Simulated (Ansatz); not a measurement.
**C2H10InNO2Si: small, medium and large basis sets**

One table from this session's results is given with a row withheld; the runs are named, their logs left out.

Method: one geometry, several basis sets; program: Ansatz 0.2.0, Gaussian basis.

Plan: PBE0-D4/def2-SVP; ωB97M-V/def2-SVP; PBE0-D4/def2-QZVPP; ωB97M-V/def2-QZVPP; the functionals' def2-TZVPP values are taken from earlier runs.

1 further run of the same task is left out (it didn't finish).

## The geometry

The geometry comes from an earlier relaxation with PBE0-D4 in a triple-zeta def2 set; it is a stationary point, not always the lowest conformer. In takes the def2 core potential; no spin-orbit term is included.

SMILES `C[N](C)[In]([OH])[O][SiH3]`, 17 atoms, charge 0, spin multiplicity 1.

Atoms are counted from 1 here; the program's logs count them from 0.

Bond lengths: C1–N2 1.440 Å, C1–H8 1.101 Å, C1–H9 1.100 Å, C1–H10 1.092 Å, N2–C3 1.441 Å, N2–In4 1.987 Å, C3–H11 1.101 Å, C3–H12 1.100 Å, C3–H13 1.092 Å, In4–O5 1.970 Å, In4–O6 1.983 Å, O5–H14 0.961 Å, O6–Si7 1.623 Å, Si7–H15 1.487 Å, Si7–H16 1.494 Å, Si7–H17 1.494 Å. Angles: N2–C1–H8 112.0°, N2–C1–H9 111.0°, N2–C1–H10 111.5°, H8–C1–H9 107.3°, H8–C1–H10 107.5°, H9–C1–H10 107.3°, C1–N2–C3 113.7°, C1–N2–In4 123.1°, C3–N2–In4 122.7°, N2–C3–H11 112.0°, N2–C3–H12 111.0°, N2–C3–H13 111.4°, H11–C3–H12 107.2°, H11–C3–H13 107.7°, H12–C3–H13 107.5°, N2–In4–O5 124.9°, N2–In4–O6 121.5°, O5–In4–O6 113.5° and more.

Set-up of the first run:

Input file in.yaml:

```yaml
crystal:
  periodic: [false, false, false]
  atoms:
    - {symbol: C, position_ang: [0.891794, -1.483637, -0.082881]}
    - {symbol: N, position_ang: [0.752212, -0.291828, -0.878718]}
    - {symbol: C, position_ang: [1.422183, -0.365229, -2.152466]}
    - {symbol: In, position_ang: [-0.460398, 1.204263, -0.389771]}
    - {symbol: O, position_ang: [-0.758277, 2.817205, -1.480418]}
    - {symbol: O, position_ang: [-1.433901, 1.226060, 1.337763]}
    - {symbol: Si, position_ang: [-1.628213, 0.257808, 2.626318]}
    - {symbol: H, position_ang: [0.477336, -2.368724, -0.589134]}
    - {symbol: H, position_ang: [1.950500, -1.694392, 0.128293]}
    - {symbol: H, position_ang: [0.382003, -1.385671, 0.878265]}
    - {symbol: H, position_ang: [1.039449, -1.190649, -2.771879]}
    - {symbol: H, position_ang: [2.501488, -0.531579, -2.020336]}
    - {symbol: H, position_ang: [1.299375, 0.559435, -2.720290]}
    - {symbol: H, position_ang: [-1.355445, 3.426920, -1.039232]}
    - {symbol: H, position_ang: [-2.549370, 0.900461, 3.601534]}
    - {symbol: H, position_ang: [-2.201289, -1.066721, 2.239706]}
    - {symbol: H, position_ang: [-0.329447, -0.013702, 3.313256]}
basis:
  gaussian: {orbitals: def2-SVP}
hamiltonian: {xc: pbe0, dispersion: d4}
output: {orbitals: {seedname: orbitals}}
```

Run with:

```bash
$ ansatz run in.yaml --threads 2 --pin off --events-out ev --progress --plain --max-ram 22528MiB --backend cpu
```

Steps of the session up to this table: PBE0-D4 in def2-SVP; ωB97M-V in def2-SVP; PBE0-D4 in def2-QZVPP; ωB97M-V in def2-QZVPP.

One of the session's tables, all rows but one given; the rest of the session is left out.

It belongs to the step «Functionals by basis». 

| functional | basis | HOMO (eV) | LUMO (eV) |
| --- | --- | --- | --- |
| PBE0-D4 | def2-SVP | ? | ? |
| PBE0-D4 | def2-TZVPP | -6.45 | -1.63 |
| PBE0-D4 | def2-QZVPP | -6.47 | -1.70 |
| ωB97M-V | def2-SVP | -8.63 | 0.54 |
| ωB97M-V | def2-TZVPP | -8.75 | 0.16 |
| ωB97M-V | def2-QZVPP | -8.78 | -0.04 |

Q: Estimate the row for PBE0-D4, def2-SVP from the others.

**Answer.** HOMO (eV): -6.34; LUMO (eV): -1.41. In the column «HOMO (eV)» it is the highest.
